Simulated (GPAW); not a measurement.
# HfGe (Pm-3m) in GPAW: convergence with density grid spacing (A)

Aim: find how far density grid spacing (A) must go before the results for HfGe settle, at RPBE. This setting moves, with any that are tied to it; all else stays.

Everything below comes from runs of GPAW 26.7.0. Logs are shortened: lines on timing, memory, paths and dates and some standing lists are left out, and cuts for length are marked. The log counts tension as positive stress, the text compression.

### Step 1. The crystal as given

Symmetry: Pm-3m, No. 221, cubic system. The conventional cell has a = 3.501 Å, b = 3.501 Å, c = 3.501 Å, α = 90.00°, β = 90.00°, γ = 90.00°. Hf (site symmetry m-3m) has 8 Ge at 3.03 Å as nearest neighbours. Around Ge (site symmetry m-3m) lie 8 Hf at 3.03 Å.

The cell was built by a generator and needn't be a form met in nature.

### Step 2. With density grid spacing (A) 0.24

run.py reads:

```python
from ase import Atoms
from ase.dft.bandgap import bandgap
from ase.io import write
from ase.units import GPa
from gpaw import GPAW, PW

atoms = Atoms(['Hf', 'Ge'],
              cell=[[3.50083787, 0.0, 0.0],
                    [0.0, 3.50083787, 0.0],
                    [0.0, 0.0, 3.50083787]],
              scaled_positions=[[0.0, 0.0, 0.0],
                                [0.5, 0.5, 0.5]],
              pbc=True)

calc = GPAW(mode=PW(600),
            h=0.24,
            xc='RPBE',
            kpts={'size': (8, 8, 8), 'gamma': True},
            occupations={'name': 'fermi-dirac', 'width': 0.05},
            nbands=18,
            convergence={'density': 1e-05, 'energy': 1e-05},
            maxiter=100,
            txt='gpaw.txt')
atoms.calc = calc
energy = atoms.get_potential_energy()
forces = atoms.get_forces()
stress = atoms.get_stress()
calc.write('gs.gpw')
write('result.traj', atoms)
print(f'Energy: {energy:.6f} eV')
print('Forces (eV/A):')
print(forces.round(4))
print('Stress (GPa):', (stress / GPa).round(3))
print('Fermi level:', round(calc.get_fermi_level(), 4), 'eV')
print(f'Gap: {bandgap(calc)[0]:.4f} eV, direct: {bandgap(calc, direct=True)[0]:.4f} eV')
```

Potentials or basis: the program's PAW data sets (release 1.2.1) made for this functional, pw.

Command:

```console
> OMP_NUM_THREADS=1 python run.py
```

Run time: 10 s. Hardware: 1 thread of Arm Neoverse V1, shared host; peak memory 0.15 GiB.

What came out:

```yaml
Free_energy: -11.6331 eV
Pressure: -9.2 GPa
Band_gap_on_the_k_mesh: none (metal or under the smearing width)
```

### Step 3. With density grid spacing (A) 0.2

Changes to run.py since step 2:

```diff
@@ -15,3 +15,3 @@
 calc = GPAW(mode=PW(600),
-            h=0.24,
+            h=0.2,
             xc='RPBE',
```

Potentials or basis: the program's PAW data sets (release 1.2.1) made for this functional, pw.

Command:

```console
> OMP_NUM_THREADS=1 python run.py
```

Wall time 14 s (1 thread of Arm Neoverse V1, shared host); peak memory 0.15 GiB.

Results:

```
Free energy            : -11.6341 eV
Pressure               : -9.2 GPa
Band gap on the k mesh : none (metal or under the smearing width)
```

### Step 4. With density grid spacing (A) 0.17

Changes to run.py since step 3:

```diff
@@ -15,3 +15,3 @@
 calc = GPAW(mode=PW(600),
-            h=0.2,
+            h=0.17,
             xc='RPBE',
```

Command:

```console
> OMP_NUM_THREADS=1 python run.py
```

Wall time 17 s (1 thread of Arm Neoverse V1, shared host); peak memory 0.16 GiB.

What came out:

```
Free energy            : -11.6341 eV
Pressure               : -9.2 GPa
Band gap on the k mesh : none (metal or under the smearing width)
```

### Step 5. With density grid spacing (A) 0.15

Changes to run.py since step 4:

```diff
@@ -15,3 +15,3 @@
 calc = GPAW(mode=PW(600),
-            h=0.17,
+            h=0.15,
             xc='RPBE',
```

Command:

```console
> OMP_NUM_THREADS=1 python run.py
```

It took 20 s on 1 thread of Arm Neoverse V1, shared host; peak memory 0.16 GiB.

Results (log left out):

```yaml
Free_energy: -11.6341 eV
Pressure: -9.2 GPa
Band_gap_on_the_k_mesh: none (metal or under the smearing width)
```

### Step 6. With density grid spacing (A) 0.13

Changes to run.py since step 5:

```diff
@@ -15,3 +15,3 @@
 calc = GPAW(mode=PW(600),
-            h=0.15,
+            h=0.13,
             xc='RPBE',
```

Potentials or basis: the program's PAW data sets (release 1.2.1) made for this functional, pw.

Command:

```console
> OMP_NUM_THREADS=1 python run.py
```

It took 27 s on 1 thread of Arm Neoverse V1, shared host; peak memory 0.17 GiB.

Results (log left out):

```yaml
Free_energy: -11.6341 eV
Pressure: -9.2 GPa
Band_gap_on_the_k_mesh: none (metal or under the smearing width)
```

### Step 7. With density grid spacing (A) 0.11

Changes to run.py since step 6:

```diff
@@ -15,3 +15,3 @@
 calc = GPAW(mode=PW(600),
-            h=0.13,
+            h=0.11,
             xc='RPBE',
```

Command:

```console
> OMP_NUM_THREADS=1 python run.py
```

Wall time 27 s (1 thread of Arm Neoverse V1, shared host); peak memory 0.2 GiB.

The run converged. Its results:

| Quantity | Value |
| --- | --- |
| Free energy | -11.6341 eV |
| Pressure | -9.2 GPa |
| Band gap on the k mesh | none (metal or under the smearing width) |

### Step 8. With density grid spacing (A) 0.09

Changes to run.py since step 7:

```diff
@@ -15,3 +15,3 @@
 calc = GPAW(mode=PW(600),
-            h=0.11,
+            h=0.09,
             xc='RPBE',
```

Potentials or basis: the program's PAW data sets (release 1.2.1) made for this functional, pw.

Command:

```console
> OMP_NUM_THREADS=1 python run.py
```

gpaw.txt:

```text
__  _  _
 | _ |_)|_||  |
 |__||  | ||/\| - 26.7.0

Input parameters:
  mode=PW(ecut=600.0),
  convergence={'density': 1e-05, 'energy': 1e-05},
  h=0.09,
  kpts=MonkhorstPack(size=(8, 8, 8), gamma=True),
  maxiter=100,
  nbands=18,
  occupations=Occupations(name='fermi-dirac', width=0.05),
  xc=XC(name='RPBE')

Diagonalizing LCAO Hamiltonian
Converting LCAO to pw mode
   .--------.
  /|        |
 * |        |
 | |  Ge    |
 | .--------.
 |/        /
 Hf-------*

Atoms  # Å, Bohr magnetons
|   | symbol |        x |        y |        z |    initial magnetic moments |
|---|--------|----------|----------|----------|-----------------------------|
| 0 |     Hf | 0.000000 | 0.000000 | 0.000000 | ( 0.0000,  0.0000,  0.0000) |
| 1 |     Ge | 1.750419 | 1.750419 | 1.750419 | ( 0.0000,  0.0000,  0.0000) |

Unit cell  # Å
| periodic |        x |        y |        z |  lengths |    angles |
|----------|----------|----------|----------|----------|-----------|
|      yes | 3.500838 | 0.000000 | 0.000000 | 3.500838 | 90.000000 |
|      yes | 0.000000 | 3.500838 | 0.000000 | 3.500838 | 90.000000 |
|      yes | 0.000000 | 0.000000 | 3.500838 | 3.500838 | 90.000000 |

Number of symmetries: 48
Symmetry operations  # r_c * U_cc + t_c -> r_c
|    | kind |            matrix            |
|----|------|------------------------------|
|  0 |  E   |  1, 0, 0,  0, 1, 0,  0, 0, 1 |
|  1 |  σ   |  1, 0, 0,  0, 1, 0,  0, 0,-1 |
|  2 |  σ   |  1, 0, 0,  0, 0, 1,  0, 1, 0 |
|  3 |  C4  |  1, 0, 0,  0, 0, 1,  0,-1, 0 |
|  4 |  C4  |  1, 0, 0,  0, 0,-1,  0, 1, 0 |
|  5 |  σ   |  1, 0, 0,  0, 0,-1,  0,-1, 0 |
|  6 |  σ   |  1, 0, 0,  0,-1, 0,  0, 0, 1 |
|  7 |  C2  |  1, 0, 0,  0,-1, 0,  0, 0,-1 |
|  8 |  σ   |  0, 1, 0,  1, 0, 0,  0, 0, 1 |
|  9 |  C2  |  0, 1, 0,  1, 0, 0,  0, 0,-1 |
| 10 |  C3  |  0, 1, 0,  0, 0, 1,  1, 0, 0 |
| 11 |  S6  |  0, 1, 0,  0, 0, 1, -1, 0, 0 |
| 12 |  S6  |  0, 1, 0,  0, 0,-1,  1, 0, 0 |
| 13 |  C3  |  0, 1, 0,  0, 0,-1, -1, 0, 0 |
| 14 |  C4  |  0, 1, 0, -1, 0, 0,  0, 0, 1 |
| 15 |  S4  |  0, 1, 0, -1, 0, 0,  0, 0,-1 |
| 16 |  C3  |  0, 0, 1,  1, 0, 0,  0, 1, 0 |
| 17 |  S6  |  0, 0, 1,  1, 0, 0,  0,-1, 0 |
| 18 |  σ   |  0, 0, 1,  0, 1, 0,  1, 0, 0 |
| 19 |  C4  |  0, 0, 1,  0, 1, 0, -1, 0, 0 |
| 20 |  C2  |  0, 0, 1,  0,-1, 0,  1, 0, 0 |
| 21 |  S4  |  0, 0, 1,  0,-1, 0, -1, 0, 0 |
| 22 |  S6  |  0, 0, 1, -1, 0, 0,  0, 1, 0 |
| 23 |  C3  |  0, 0, 1, -1, 0, 0,  0,-1, 0 |
| 24 |  S6  |  0, 0,-1,  1, 0, 0,  0, 1, 0 |
| 25 |  C3  |  0, 0,-1,  1, 0, 0,  0,-1, 0 |
| 26 |  C4  |  0, 0,-1,  0, 1, 0,  1, 0, 0 |
| 27 |  σ   |  0, 0,-1,  0, 1, 0, -1, 0, 0 |
| 28 |  S4  |  0, 0,-1,  0,-1, 0,  1, 0, 0 |
| 29 |  C2  |  0, 0,-1,  0,-1, 0, -1, 0, 0 |
| 30 |  C3  |  0, 0,-1, -1, 0, 0,  0, 1, 0 |
| 31 |  S6  |  0, 0,-1, -1, 0, 0,  0,-1, 0 |
| 32 |  C4  |  0,-1, 0,  1, 0, 0,  0, 0, 1 |
| 33 |  S4  |  0,-1, 0,  1, 0, 0,  0, 0,-1 |
| 34 |  S6  |  0,-1, 0,  0, 0, 1,  1, 0, 0 |
| 35 |  C3  |  0,-1, 0,  0, 0, 1, -1, 0, 0 |
| 36 |  C3  |  0,-1, 0,  0, 0,-1,  1, 0, 0 |
| 37 |  S6  |  0,-1, 0,  0, 0,-1, -1, 0, 0 |
| 38 |  σ   |  0,-1, 0, -1, 0, 0,  0, 0, 1 |
| 39 |  C2  |  0,-1, 0, -1, 0, 0,  0, 0,-1 |
| 40 |  σ   | -1, 0, 0,  0, 1, 0,  0, 0, 1 |
| 41 |  C2  | -1, 0, 0,  0, 1, 0,  0, 0,-1 |
| 42 |  C2  | -1, 0, 0,  0, 0, 1,  0, 1, 0 |
| 43 |  S4  | -1, 0, 0,  0, 0, 1,  0,-1, 0 |
| 44 |  S4  | -1, 0, 0,  0, 0,-1,  0, 1, 0 |
| 45 |  C2  | -1, 0, 0,  0, 0,-1,  0,-1, 0 |
| 46 |  C2  | -1, 0, 0,  0,-1, 0,  0, 0, 1 |
| 47 |  i   | -1, 0, 0,  0,-1, 0,  0, 0,-1 |

BZ-sampling:
  Number of BZ points: 512
  Number of IBZ points: 35

  Monkhorst-Pack size: [8, 8, 8]
  Monkhorst-Pack shift: [0.0625, 0.0625, 0.0625]

K-points  # in reciprocal-cell coordinates
|     |                                coordinates |     weight |
|-----|--------------------------------------------|------------|
|   0 | (  0.00000000,   0.00000000,   0.00000000) | 0.00195312 |
|   1 | (  0.12500000,   0.00000000,   0.00000000) | 0.01171875 |
|   2 | (  0.12500000,   0.12500000,   0.00000000) | 0.02343750 |
|   3 | (  0.12500000,   0.12500000,   0.12500000) | 0.01562500 |
|   4 | (  0.25000000,   0.00000000,   0.00000000) | 0.01171875 |
|   5 | (  0.25000000,   0.12500000,   0.00000000) | 0.04687500 |
|   6 | (  0.25000000,   0.12500000,   0.12500000) | 0.04687500 |
|   7 | (  0.25000000,   0.25000000,   0.00000000) | 0.02343750 |
|   8 | (  0.25000000,   0.25000000,   0.12500000) | 0.04687500 |
|   9 | (  0.25000000,   0.25000000,   0.25000000) | 0.01562500 |
| ... |                                            |            |
|  34 | (  0.50000000,   0.50000000,   0.50000000) | 0.00195312 |

Plane wave coefficients: 1472
Cutoff: 600.0 eV

Spin-components: 1 (collinear spins)
Bands:           18
Projectors:      11
Spin-degeneracy: 2
Datatype:        complex128

Parallelization:
  kpt:    1
  domain: 1
  band:   1

Density:
  Valence electrons: 16.0
  Components: 1
  Grid points: [40 40 40]
  Charge: 0.0  # |e|

Potential:
  Grid points: [40 40 40]

species:
  Hf:
    name:    Hafnium
    Z:       72.0
    valence: 12
    core:    60
    charge:  0.0  # [|e|]
    compensation charges:
      type: gauss
      rc: 0.41  # [Å]
      lmax: 2
    cutoffs:
      filter: 2.36  # [Å]
      core: 4.02  # [Å]
    projectors
    | kind |    occ | energy [eV] | rcut [Å] |
    |------|--------|-------------|----------|
    |   5s |  2.000 |     -66.835 |    1.397 |
    |   6s |  2.000 |      -5.043 |    1.397 |
    |   5p |  6.000 |     -35.601 |    1.307 |
    |   6p |  0.000 |      -1.407 |    1.307 |
    |   5d |  2.000 |      -2.651 |    1.334 |
    |    d |        |      24.560 |    1.334 |

    Using partial waves for Hf as LCAO basis

  Ge:
    name:    Germanium
    Z:       32.0
    valence: 4
    core:    28
    charge:  0.0  # [|e|]
    compensation charges:
      type: gauss
      rc: 0.32  # [Å]
      lmax: 2
    cutoffs:
      filter: 1.77  # [Å]
      core: 3.42  # [Å]
    projectors
    | kind |    occ | energy [eV] | rcut [Å] |
    |------|--------|-------------|----------|
    |   4s |  2.000 |     -11.662 |    1.005 |
    |   4p |  2.000 |      -3.859 |    1.005 |
    |    s |        |      15.549 |    1.005 |
    |    p |        |      23.352 |    1.005 |
    |    d |        |       0.000 |    1.005 |

    Using partial waves for Ge as LCAO basis

Reference energy: -467002.632639  # eV

eigensolver:
  PPCG
  Converge bands: occupied
  niter=2

density mixing:
  MSR1-Mixer
  Pratt-step length: 0.05
  Maximum mixing coefficient: 0.75
  Old densities: 10
  SVD Regularization: 0.005
  Good broyden scale: 1.0
  Trust region scale: 1.0
  Backstep threshold: 4.0
  History deletion threshold: 6.0
  Fourier metric: weight=20.0, sigma=0.015

occupation numbers:
  Fermi-Dirac:
    width: 0.0500  # eV

poisson solver:
  ecut: 4800.0  # eV

xc functional:
  name: RPBE with 2 nearest neighbor stencil

convergence criteria:
- Maximum integral of absolute [dens]ity change: 1e-05 electrons / valence electron
- Maximum [total energy] change in last 3 cyles: 1e-05 eV / valence electron
- Maximum integral of absolute [eigenst]ate change: 4e-08 eV^2 / valence electron
maximum number of iterations: 100

SCF iterations
|iter     | |      energy | eigst |  dens |
|---------|-|-------------|-------|-------|
|iter:   1| |  -11.858710 | -0.40 |       |
|iter:   2| |  -11.798142 | -2.75 | -1.15 |
|iter:   3| |  -11.614882 | -1.80 | -1.20 |
|iter:   4| |  -11.618633 | -3.01 | -1.73 |
|iter:   5| |  -11.620276 | -3.49 | -2.10 |
|iter:   6| |  -11.620388 | -4.89 | -2.86 |
|iter:   7| |  -11.620374c| -6.51 | -3.64 |
|iter:   8| |  -11.620377c| -7.50c| -4.21 |
|iter:   9| |  -11.620376c| -8.52c| -5.05c|

Converged in 9 steps
Energy contributions relative to reference atoms: (reference = -467002.632639)

Energy contributions:
  Kinetic:           1.057159
  Coulomb:          -1.815714
  Zero:             -0.494973
  External:          0.000000
  Xc:              -10.353109
  Entropy:          -0.027476
  Spinorbit:         0.000000
  ----------------------------
  Free energy:     -11.634114
  Extrapolated:    -11.620376

dipole moment: (-12.690005, -12.690005, -12.690005)  # |e|*Ang

Fermi level: 8.670
Eigenvalues  # (at kpt = [0.000, 0.000, 0.000])
| band index |      eig [eV] | occ [0-2] |
|------------|---------------|-----------|
|          0 |       -53.851 |     2.000 |
|          1 |       -22.553 |     2.000 |
|          2 |       -22.553 |     2.000 |
|          3 |       -22.553 |     2.000 |
|          4 |        -2.012 |     2.000 |
|          5 |         7.465 |     2.000 |
|          6 |         7.465 |     2.000 |
|          7 |        10.293 |     0.000 |
|          8 |        10.293 |     0.000 |
|          9 |        10.293 |     0.000 |
|         10 |        11.748 |     0.000 |
|         11 |        11.748 |     0.000 |
|         12 |        11.748 |     0.000 |
|         13 |        12.426 |     0.000 |
|         14 |        19.101 |     0.000 |
|        ... |               |           |
|         17 |        23.707 |     0.000 |

No gap
No difference between direct/indirect transitions

Forces  # eV/Ang
|        x |       y |        z |
|----------|---------|----------|
| -0.00000 | 0.00000 | -0.00000 |  # Hf   0
| -0.00000 | 0.00000 | -0.00000 |  # Ge   1

Stress tensor  # eV/Ang^3
|        x |        y |        z |
|----------|----------|----------|
| 0.057357 | 0.000000 | 0.000000 |
| 0.000000 | 0.057357 | 0.000000 |
| 0.000000 | 0.000000 | 0.057357 |

# Writing to gs.gpw (mode='')
```

Run time: 65 s. Hardware: 1 thread of Arm Neoverse V1, shared host; peak memory 0.26 GiB.

What came out:

| Quantity | Value |
| --- | --- |
| Free energy | -11.6341 eV |
| Pressure | -9.2 GPa |
| Band gap on the k mesh | none (metal or under the smearing width) |

### Step 9. The series at a glance

```csv
density grid spacing (A),"energy less the tightest run, at zero smearing (meV/atom)",SCF cycles,CPU time (s),peak memory (GiB)
0.24,0.48,9,10,0.15
0.2,0.03,9,14,0.15
0.17,0.00,9,17,0.16
0.15,0.00,9,20,0.16
0.13,0.00,9,27,0.17
0.11,0.00,9,27,0.2
0.09,0.00,9,65,0.26
```

Against the tightest run, the energy stays within 1 meV/atom from 0.24 on. The tightest run that finished is the yardstick and may itself not be fully converged.
